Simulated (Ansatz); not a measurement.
# Cs (bcc type): the cost of one run

Program: Ansatz 0.2.0. Level of theory: DFT PBE, with the methods named in each step. These are calculated values, not measurements.

### 1 The system as given

Symmetry: Im-3m, No. 229, cubic system. The conventional cell has a = 6.154 Å, b = 6.154 Å, c = 6.154 Å, α = 90.00°, β = 90.00°, γ = 90.00°.

As a file:

```xyz
1
Lattice="-3.0772 3.0772 3.0772 3.0772 -3.0772 3.0772 3.0772 3.0772 -3.0772" Properties=species:S:1:pos:R:3 pbc="T T T"
Cs    0.0000    0.0000    0.0000
```

Whether this phase is the stable one at these pressures isn't tested.

### 2 Cell relaxed at zero pressure, PAW

The input, input.yaml:

```yaml
crystal:
  lattice:
    - [-3.0771560441, 3.0771560441, 3.0771560441]
    - [3.0771560441, -3.0771560441, 3.0771560441]
    - [3.0771560441, 3.0771560441, -3.0771560441]
  atoms:
    - { symbol: Cs, position: [0.0, 0.0, 0.0] }
kpoints:
  mp_grid: { grid: [9, 9, 9] }
scf:
  occupations: { method: fermi_dirac, width: 0.05 }
hamiltonian:
  xc: pbe
  pseudopotentials: { kind: paw }
output:
  forces: true
  stress: true
relax:
  f_tol: 0.005
  max_steps: 40
  cell: {}
```

Launch:

```
ansatz run input.yaml --threads 1 --pin off --max-ram 2048MiB --backend cpu --events-out ev --progress --plain --runs-dir out
```

Q: Estimate wall time and peak memory on 1 thread of AMD EPYC 9R45 (Zen 5), shared host.

About 1.3 s, with a peak of 0.43 GiB.
